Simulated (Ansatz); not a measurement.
**Sr2Zn2As3, relaxed**

The start is Sr2Zn2As3, a crystal from a database, its volume scaled a little. Where does it settle when we relax cell and atoms, and what is it like there?

Computed, not measured: Ansatz 0.2.0, DFT, r2SCAN, no spin polarisation, plane waves, PAW.

## 1. The system as given

It takes space group C2/m (No. 12, monoclinic). The conventional cell has a = 16.170 Å, b = 4.264 Å, c = 11.924 Å, α = 90.00°, β = 126.27°, γ = 90.00°. Sr (site symmetry m) has 6 As at 3.07 to 3.13 Å and 5 Zn at 3.51 to 3.69 Å as nearest neighbours. Sr (site symmetry m) has 7 As at 3.17 to 3.30 Å and 3 Zn at 3.36 to 3.41 Å as nearest neighbours. Zn (site symmetry m) is surrounded by 4 As at 2.52 to 2.66 Å. Zn (site symmetry m) has 4 As at 2.53 to 2.67 Å as nearest neighbours. As (site symmetry m) has 1 As at 2.49 Å and 1 Zn at 2.66 Å and 6 Sr at 3.13 to 3.30 Å as nearest neighbours. As (site symmetry m) is surrounded by 3 Zn at 2.52 to 2.55 Å and 4 Sr at 3.08 to 3.21 Å. Only part of the 7 independent sites is listed.

Its coordinates follow in the input file.

The first density is read from a saved solution for the starting cell.

## 2. The walk to rest

The input, input.yaml:

```yaml
crystal:
  lattice:
    - [0.0, 4.264192, 0.0]
    - [8.084751, -2.132096, 0.0]
    - [-1.030651, 2.132096, -9.613184]
  atoms:
    - { symbol: Sr, position: [0.26694, 0.86979, 0.33591] }
    - { symbol: Sr, position: [0.73306, 0.13021, 0.66409] }
    - { symbol: Sr, position: [0.39248, 0.73675, 0.95179] }
    - { symbol: Sr, position: [0.60752, 0.26325, 0.04821] }
    - { symbol: Zn, position: [0.03802, 0.76172, 0.68568] }
    - { symbol: Zn, position: [0.96198, 0.23828, 0.31432] }
    - { symbol: Zn, position: [0.4113, 0.4737, 0.6511] }
    - { symbol: Zn, position: [0.5887, 0.5263, 0.3489] }
    - { symbol: As, position: [0.07517, 0.02567, 0.87533] }
    - { symbol: As, position: [0.92483, 0.97433, 0.12467] }
    - { symbol: As, position: [0.15194, 0.50662, 0.20274] }
    - { symbol: As, position: [0.84806, 0.49338, 0.79726] }
    - { symbol: As, position: [0.3892, 0.23654, 0.45814] }
    - { symbol: As, position: [0.6108, 0.76346, 0.54186] }
  symmetry: { tolerance: 0.0003 }
kpoints:
  mp_grid: { grid: [6, 6, 6], shift: [0, 0, 0] }
magnetization:
  spin_polarized: false
scf:
  occupations: { method: fermi_dirac }
  lower_state_search: "off"
hamiltonian:
  pseudopotentials: { kind: paw }
  xc: r2scan
basis:
  ecutwfc: 500
  fft_grid_basis: typed
relax:
  max_steps: 80
  cell: { p_target: 0.0 }
output:
  forces: true
  stress: true
  eigenvalues: true
  populations: true
  elf: true
  write_potential: true
  volumetric_format: npy
  dos:
    e_range: [-12, 8]
    de: 0.05
    projected: { site_lists: { As: [As], Sr: [Sr], Zn: [Zn] } }
  bader: false
checkpoint:
  read: saved_state
```

Started as:

```sh
$ ansatz run input.yaml --threads 2 --pin off --max-ram 2560MiB --backend cpu --events-out ev --progress --plain --runs-dir out
```

**Question.** What will these runs give? Wanted: moves; energy gained; largest move; cell; volume; pressure at the end; gap; least direct gap.

The runs gave:

| quantity | value |
| --- | --- |
| moves | 4 |
| energy gained | 1.3 meV/atom |
| largest move | 0.03 Å (As) |
| space group (0.01 Å), before / after | C2/m / C2/m |
| cell | a = 4.280 Å, b = 8.416 Å, c = 9.935 Å, α = 99.04°, β = 77.56°, γ = 104.73° |
| volume | 24.00 Å³/atom (+1.4 %) |
| pressure at the end | 0.00 GPa |
| formation energy (elements from separate runs) | -0.95 eV/atom |
| gap (mesh) | 0.40 eV, indirect |
| least direct gap | 0.40 eV |

**Reading.** The volume grew by 1.4 %, and the largest move of an atom is 0.03 Å apart from the change of the cell; the energy fell by 1.3 meV per atom. With 4 symmetry operations imposed, the end may be a saddle point towards distortions that break them. It is gapped: 0.40 eV, with the least direct gap at 0.40 eV. A semilocal functional usually gives too small a gap. Against the elements' reference phases (Sr fcc, Zn hcp, As grey arsenic (A7); separate runs with the same functional) the formation energy is -0.95 eV per atom, which says nothing yet of rival compounds. At the density minimum between As and As (2.50 Å) the ELF is 0.66 and the density 0.47 e/Å³, a shared, covalent-like contact.

Keep in mind: a band edge lies within two smearing widths of the Fermi level.
